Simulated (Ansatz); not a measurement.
# Cu+ with Cl2: superposition error and deformation, part 2 of 2

Ansatz 0.2.0, Gaussian basis. Earlier steps stand in the parts before.

### Step 12. wB97X-V/def2-TZVPPD

free-b/in.yaml

```yaml
crystal:
  periodic: [false, false, false]
  atoms:
    - {symbol: Cl, position_ang: [0.002385, -0.019431, 1.665130]}
    - {symbol: Cl, position_ang: [-0.105177, 0.855660, -0.110429]}
basis:
  gaussian: {orbitals: "def2-TZVPPD.json"}
hamiltonian: {xc: {name: wB97X-V}}
```

Run with:

```
> ansatz run in.yaml --threads 2 --pin off --events-out ev --progress --plain --max-ram 5222MiB
```

Output (excerpt; [...] marks lines left out):

```text
Functional definition: wB97X-V
  name "wB97X-V"
  cite "Mardirossian & Head-Gordon, Phys. Chem. Chem. Phys. 16, 9904 (2014) doi:10.1039/C3CP54374A"
  cite "Becke, J. Chem. Phys. 107, 8554 (1997) doi:10.1063/1.475007"
  cite "Vydrov & Van Voorhis, J. Chem. Phys. 133, 244103 (2010) doi:10.1063/1.3521275"
[...]
      + integral(e_c_pw_opposite_spin*poly(b97_u_opposite, cos0, cos1)) + vv10(b, c)
654 factors; their error is unknown
114 factors; integrals over basis functions are off by at most 7.8e-5 eV
[...]
mean field -25041.37379618 eV, -920.2535133567 hartree, gradient 2.2e-5 eV, S^2 0.000000; 0 other end points of the search recorded, 0 dependent functions left out
reference -25041.37379363 eV, -920.2535132633 hartree; 17, 17 occupied and 85, 85 virtual orbitals, 654 factors
Total energy: -25041.37379363 eV, -920.2535132633 hartree
```

Run time: 2 s. Hardware: 2 threads of Arm Neoverse V1, shared host.

### Step 13. wB97M-V/def2-TZVPPD

Edit free-b/in.yaml of step 12 so:

```diff
@@ -7,2 +7,2 @@
   gaussian: {orbitals: "def2-TZVPPD.json"}
-hamiltonian: {xc: {name: wB97X-V}}
+hamiltonian: {xc: {name: wB97M-V}}
```

Run with:

```
> ansatz run in.yaml --threads 2 --pin off --events-out ev --progress --plain --max-ram 5222MiB
```

Output (excerpt; [...] marks lines left out):

```text
[... 5 set-up lines as earlier in the session ...]
  # Of w^i u^j: cxij and so on, Table III.
[...]
  gx(w, u) = 1 - cx + cx01*u + cx10*w
  gss(w, u) = css00 + css04*u^4 + css10*w + css20*w^2 + css43*w^4*u^3
  gos(w, u) = cos00 + cos10*w + (cos20 + cos21*u)*w^2 + (cos60 + cos61*u)*w^6
[...]
      + integral(e_c_pw_mod_opposite_spin*gos(b97_w_opposite, b97_u_opposite)) + vv10(b, c)
654 factors; their error is unknown
114 factors; integrals over basis functions are off by at most 7.8e-5 eV
[...]
mean field -25043.96063346 eV, -920.3485778734 hartree, gradient 1.6e-5 eV, S^2 0.000000; 0 other end points of the search recorded, 0 dependent functions left out
reference -25043.96069993 eV, -920.3485803162 hartree; 17, 17 occupied and 85, 85 virtual orbitals, 654 factors
Total energy: -25043.96069993 eV, -920.3485803162 hartree
```

Run time: 2.5 s. Hardware: 2 threads of Arm Neoverse V1, shared host.

### Step 14. B2PLYP/def2-TZVPPD

Edit free-b/in.yaml of step 13 so:

```diff
@@ -7,2 +7,2 @@
   gaussian: {orbitals: "def2-TZVPPD.json"}
-hamiltonian: {xc: {name: wB97M-V}}
+hamiltonian: {xc: {name: B2PLYP}}
```

Run with:

```
> ansatz run in.yaml --threads 2 --pin off --events-out ev --progress --plain --max-ram 5222MiB
```

Output (excerpt; [...] marks lines left out):

```text
[... 5 set-up lines as earlier in the session ...]
[...]
597 factors; integrals over basis functions are off by at most 9.7e-4 eV
[...]
mean field -25034.68674984 eV, -920.0077689364 hartree, gradient 3.3e-7 eV, S^2 0.000000; 0 other end points of the search recorded, 0 dependent functions left out
10 core orbitals not correlated: weight in the atoms' cores, before any rotation towards them, 1.000 or more for the frozen orbitals, at most 0.000 for the correlated occupied ones
reference -25034.68689093 eV, -920.0077741214 hartree; 7, 7 occupied and 85, 85 virtual orbitals, 597 factors
second order -12.72699765 eV of doubles, -0.00000000 eV of singles
Total energy: -25038.12318029 eV, -920.1340554264 hartree
```

Run time: 1.3 s. Hardware: 2 threads of Arm Neoverse V1, shared host.

### Step 15. BLYP-D4/def2-TZVPPD

Edit free-b/in.yaml of step 14 so:

```diff
@@ -7,2 +7,2 @@
   gaussian: {orbitals: "def2-TZVPPD.json"}
-hamiltonian: {xc: {name: B2PLYP}}
+hamiltonian: {xc: {name: BLYP}, dispersion: d4}
```

Run with:

```
> ansatz run in.yaml --threads 2 --pin off --events-out ev --progress --plain --max-ram 5222MiB
```

Output (excerpt; [...] marks lines left out):

```text
Functional definition: BLYP
  name "BLYP"
[... 2 set-up lines as earlier in the session ...]
  parameter beta = 0.0042
  parameter a = 0.04918
  parameter b = 0.132
  parameter c = 0.2533
  parameter d = 0.349
  exchange = b88_x(beta = beta)
  correlation = lyp_c(a = a, b = b, c = c, d = d)
648 factors; their error is unknown
mean field evaluation 1: about -25045.0649 eV, gradient 9.2e0 eV
mean field evaluation 2: about -25045.1481 eV, gradient 6.9e0 eV
mean field evaluation 4: about -25045.2279 eV, gradient 4.9e-1 eV
mean field evaluation 8: about -25045.2163 eV, gradient 1.1e-3 eV
mean field -25045.21625834 eV, -920.3947212366 hartree, gradient 5.9e-5 eV, S^2 0.000000; 0 other end points of the search recorded, 0 dependent functions left out
reference -25045.21655797 eV, -920.3947322478 hartree; 17, 17 occupied and 85, 85 virtual orbitals, 648 factors
Total energy: -25045.28541224 eV, -920.3972625956 hartree
```

Wall time 0.7 s (2 threads of Arm Neoverse V1, shared host).

### Step 16. revPBE-D4/def2-TZVPPD

Edit free-b/in.yaml of step 15 so:

```diff
@@ -7,2 +7,2 @@
   gaussian: {orbitals: "def2-TZVPPD.json"}
-hamiltonian: {xc: {name: BLYP}, dispersion: d4}
+hamiltonian: {xc: {name: revPBE}, dispersion: d4}
```

Run with:

```
> ansatz run in.yaml --threads 2 --pin off --events-out ev --progress --plain --max-ram 5222MiB
```

Output (excerpt; [...] marks lines left out):

```text
Functional definition: revPBE
  name "revPBE"
  cite "Zhang & Yang, Phys. Rev. Lett. 80, 890 (1998) doi:10.1103/PhysRevLett.80.890"
[... 1 set-up line as earlier in the session ...]
  parameter kappa = 1.245
[... 3 set-up lines as earlier in the session ...]
648 factors; their error is unknown
mean field evaluation 1: about -25040.6169 eV, gradient 8.4e0 eV
mean field evaluation 2: about -25040.7052 eV, gradient 5.4e0 eV
mean field evaluation 4: about -25040.7541 eV, gradient 4.0e-1 eV
mean field evaluation 8: about -25040.7427 eV, gradient 6.3e-4 eV
mean field -25040.74270312 eV, -920.2303211146 hartree, gradient 4.0e-5 eV, S^2 0.000000; 0 other end points of the search recorded, 0 dependent functions left out
reference -25040.74277299 eV, -920.2303236822 hartree; 17, 17 occupied and 85, 85 virtual orbitals, 648 factors
Total energy: -25040.83272243 eV, -920.2336292633 hartree
```

Wall time 0.6 s (2 threads of Arm Neoverse V1, shared host).

### Step 17. B97M-V/def2-TZVPPD

Edit free-b/in.yaml of step 16 so:

```diff
@@ -7,2 +7,2 @@
   gaussian: {orbitals: "def2-TZVPPD.json"}
-hamiltonian: {xc: {name: revPBE}, dispersion: d4}
+hamiltonian: {xc: {name: B97M-V}}
```

Run with:

```
> ansatz run in.yaml --threads 2 --pin off --events-out ev --progress --plain --max-ram 5222MiB
```

Output (excerpt; [...] marks lines left out):

```text
[... 5 set-up lines as earlier in the session ...]
  # Of w^i u^j: cxij and so on, Table III.
[...]
  gx(w, u) = cx00 + cx01*u + cx02*u^2 + (cx10 + cx11*u)*w
  gss(w, u) = css00 + css02*u^2 + css10*w + (css32*w^3 + css42*w^4)*u^2
  gos(w, u) = cos00 + cos01*u + cos03*u^3 + cos10*w + cos32*w^3*u^2
[...]
      + integral(e_c_pw_mod_opposite_spin*gos(b97_w_opposite, b97_u_opposite)) + vv10(b, c)
648 factors; their error is unknown
[...]
mean field -25038.55717004 eV, -920.1500042553 hartree, gradient 1.6e-5 eV, S^2 0.000000; 0 other end points of the search recorded, 0 dependent functions left out
reference -25038.55724991 eV, -920.1500071904 hartree; 17, 17 occupied and 85, 85 virtual orbitals, 648 factors
Total energy: -25038.55724991 eV, -920.1500071904 hartree
```

Run time: 2.2 s. Hardware: 2 threads of Arm Neoverse V1, shared host.

### Step 18. HSE06-D4/def2-TZVPPD

Edit free-b/in.yaml of step 17 so:

```diff
@@ -7,2 +7,2 @@
   gaussian: {orbitals: "def2-TZVPPD.json"}
-hamiltonian: {xc: {name: B97M-V}}
+hamiltonian: {xc: hse06, dispersion: d4}
```

Run with:

```
> ansatz run in.yaml --threads 2 --pin off --events-out ev --progress --plain --max-ram 5222MiB
```

Output (excerpt; [...] marks lines left out):

```text
Functional definition: HSE06
  name "HSE06"
  cite "Heyd, Scuseria & Ernzerhof, J. Chem. Phys. 118, 8207 (2003) doi:10.1063/1.1564060"
  cite "Krukau, Vydrov, Izmaylov & Scuseria, J. Chem. Phys. 125, 224106 (2006) doi:10.1063/1.2404663"
  cite "Heyd & Scuseria, J. Chem. Phys. 120, 7274 (2004) doi:10.1063/1.1668634"
  cite "Ernzerhof & Perdew, J. Chem. Phys. 109, 3313 (1998) doi:10.1063/1.476928"
[... 2 set-up lines as earlier in the session ...]
[...]
  # The whole range is PBE's own exchange, as in plane waves. The composition of these papers is wPBEh.
[...]
668 factors; their error is unknown
41 factors; integrals over basis functions are off by at most 3.0e-4 eV
[...]
mean field -25036.54277891 eV, -920.0759767468 hartree, gradient 7.8e-5 eV, S^2 0.000000; 0 other end points of the search recorded, 0 dependent functions left out
reference -25036.54283052 eV, -920.0759786434 hartree; 17, 17 occupied and 85, 85 virtual orbitals, 668 factors
Total energy: -25036.56624982 eV, -920.0768392868 hartree
```

Wall time 0.8 s (2 threads of Arm Neoverse V1, shared host).

### Step 19. CCSD(T)/def2-TZVPPD

Edit free-b/in.yaml of step 18 so:

```diff
@@ -7,2 +7,2 @@
   gaussian: {orbitals: "def2-TZVPPD.json"}
-hamiltonian: {xc: hse06, dispersion: d4}
+correlation: {method: ccsd_t}
```

Run with:

```
> ansatz run in.yaml --threads 2 --pin off --events-out ev --progress --plain --max-ram 5222MiB
```

Output (excerpt; [...] marks lines left out):

```text
[... 4 set-up lines as earlier in the session ...]
[...]
597 factors; integrals over basis functions are off by at most 9.7e-4 eV
[...]
mean field -25006.84277612 eV, -918.9845217755 hartree, gradient 2.3e-6 eV, S^2 0.000000; 0 other end points of the search recorded, 0 dependent functions left out
10 core orbitals not correlated: weight in the atoms' cores, before any rotation towards them, 1.000 or more for the frozen orbitals, at most 0.000 for the correlated occupied ones
reference -25006.84277612 eV, -918.9845217755 hartree; 7, 7 occupied and 85, 85 virtual orbitals, 597 factors
second order -10.39255373 eV of doubles, -0.00000000 eV of singles
cycle   1  -10.98838269 eV  change   -6.0e-1 eV  update   6.3e-2
[...]
cycle   9  -11.29344022 eV  change   -9.0e-7 eV  update   4.9e-6
perturbative correction -0.50325908 eV, -0.0184944300 hartree
Total energy: -25018.63947541 eV, -919.4180424786 hartree
```

Wall time 1.4 s (2 threads of Arm Neoverse V1, shared host).

### Step 20. The split

```
      method  interaction with counterpoise (kcal/mol)  without  superposition error  deformation  binding energy
      PBE-D4                                    -33.30   -33.68                 0.39        -0.09          -33.38
   revPBE-D4                                    -30.12   -30.50                 0.38        -0.12          -30.24
     BLYP-D4                                    -32.46   -32.86                 0.40        -0.24          -32.70
   r2SCAN-D4                                    -32.67   -33.02                 0.35        -0.03          -32.70
      B97M-V                                    -30.78   -31.09                 0.31         0.01          -30.77
     PBE0-D4                                    -26.82   -27.19                 0.37         0.04          -26.78
    B3LYP-D4                                    -27.69   -28.08                 0.38        -0.11          -27.81
    HSE06-D4                                    -26.75   -27.11                 0.37         0.04          -26.71
     wB97X-V                                    -24.55   -24.91                 0.35         0.05          -24.50
     wB97M-V                                    -24.57   -24.90                 0.33         0.00          -24.57
      B2PLYP                                    -23.99   -24.72                 0.73        -0.06          -24.06
Hartree-Fock                                     -9.17    -9.53                 0.35         0.07           -9.10
         MP2                                    -20.83   -22.28                 1.46         0.01          -20.82
        CCSD                                    -17.77   -19.15                 1.38        -0.06          -17.83
     CCSD(T)                                    -19.46   -21.07                 1.61        -0.10          -19.56
```

### Step 21. Results

This closing draws on all 2 parts.

| quantity | value |
| --- | --- |
| interaction, CCSD(T) | -19.46 kcal/mol |
| superposition error | 1.61 kcal/mol |
| deformation | -0.10 kcal/mol |
| binding energy | -19.56 kcal/mol |

**Reading.** In this basis the superposition error is 1.61 kcal/mol for CCSD(T) and 0.36 kcal/mol on average for the plain functionals: correlated methods borrow far more, since they need many more functions to converge. The free shapes are PBE0-D4 minima, so other methods can show a small negative deformation energy.
